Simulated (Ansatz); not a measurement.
# C₂H₆AlClO: basis-set convergence

An exercise on one series of results from a longer session: the logs are not shown, and one member is left open.

Method: one geometry, several basis sets; program: Ansatz 0.2.0, Gaussian basis.

The runs, in order: PBE0-D4/def2-SVP; ωB97M-V/def2-SVP; PBE0-D4/def2-QZVPP; ωB97M-V/def2-QZVPP; the functionals' def2-TZVPP values are taken from earlier runs.

### Structure used throughout

An earlier PBE0-D4 in a triple-zeta def2 set relaxation fixed the geometry.

SMILES `C[O][Al]([CH3])[Cl]`, 11 atoms, charge 0, spin multiplicity 1.

Atoms are counted from 1 here; the program's logs count them from 0.

Bond lengths: C1–O2 1.399 Å, C1–H6 1.096 Å, C1–H7 1.095 Å, C1–H8 1.095 Å, O2–Al3 1.678 Å, Al3–C4 1.930 Å, Al3–Cl5 2.105 Å, C4–H9 1.094 Å, C4–H10 1.093 Å, C4–H11 1.092 Å. Angles: O2–C1–H6 112.4°, O2–C1–H7 109.9°, O2–C1–H8 109.9°, H6–C1–H7 108.3°, H6–C1–H8 108.3°, H7–C1–H8 108.0°, C1–O2–Al3 135.5°, O2–Al3–C4 121.3°, O2–Al3–Cl5 117.2°, C4–Al3–Cl5 121.5°, Al3–C4–H9 110.8°, Al3–C4–H10 110.8°, Al3–C4–H11 111.4°, H9–C4–H10 106.9°, H9–C4–H11 108.4°, H10–C4–H11 108.5°.

Set-up of the first run:

in.yaml reads:

```yaml
crystal:
  periodic: [false, false, false]
  atoms:
    - {symbol: C, position_ang: [-1.772603, 1.374032, -0.108423]}
    - {symbol: O, position_ang: [-0.893072, 0.338511, 0.225557]}
    - {symbol: Al, position_ang: [0.644964, -0.128638, -0.255646]}
    - {symbol: C, position_ang: [1.504251, -1.680846, 0.502894]}
    - {symbol: Cl, position_ang: [1.594248, 1.050260, -1.718658]}
    - {symbol: H, position_ang: [-1.358554, 2.042975, -0.871588]}
    - {symbol: H, position_ang: [-2.003290, 1.969439, 0.780691]}
    - {symbol: H, position_ang: [-2.711009, 0.958599, -0.489264]}
    - {symbol: H, position_ang: [2.436154, -1.402624, 1.002928]}
    - {symbol: H, position_ang: [1.765687, -2.400891, -0.277385]}
    - {symbol: H, position_ang: [0.858622, -2.177816, 1.229494]}
basis:
  gaussian: {orbitals: def2-SVP}
hamiltonian: {xc: pbe0, dispersion: d4}
output: {orbitals: {seedname: orbitals}}
```

Run with:

```bash
> ansatz run in.yaml --threads 4 --pin off --events-out ev --progress --plain --max-ram 10444MiB
```

Steps of the session up to this table: PBE0-D4 in def2-SVP; ωB97M-V in def2-SVP; PBE0-D4 in def2-QZVPP; ωB97M-V in def2-QZVPP.

One of the session's tables, all rows but one given; the rest of the session is left out.

It belongs to the step «Density functionals: the series». 

| functional | basis | HOMO (eV) | LUMO (eV) |
| --- | --- | --- | --- |
| PBE0-D4 | def2-SVP | -8.15 | -0.01 |
| PBE0-D4 | def2-TZVPP | -8.27 | -0.17 |
| PBE0-D4 | def2-QZVPP | -8.30 | -0.41 |
| ωB97M-V | def2-SVP | -10.53 | 1.67 |
| ωB97M-V | def2-TZVPP | ? | ? |
| ωB97M-V | def2-QZVPP | -10.72 | 0.84 |

**Question.** Estimate the row for ωB97M-V, def2-TZVPP.

As computed: HOMO (eV): -10.68; LUMO (eV): 1.33. In the column «HOMO (eV)» it lies between ωB97M-V, def2-QZVPP (-10.72) and ωB97M-V, def2-SVP (-10.53).
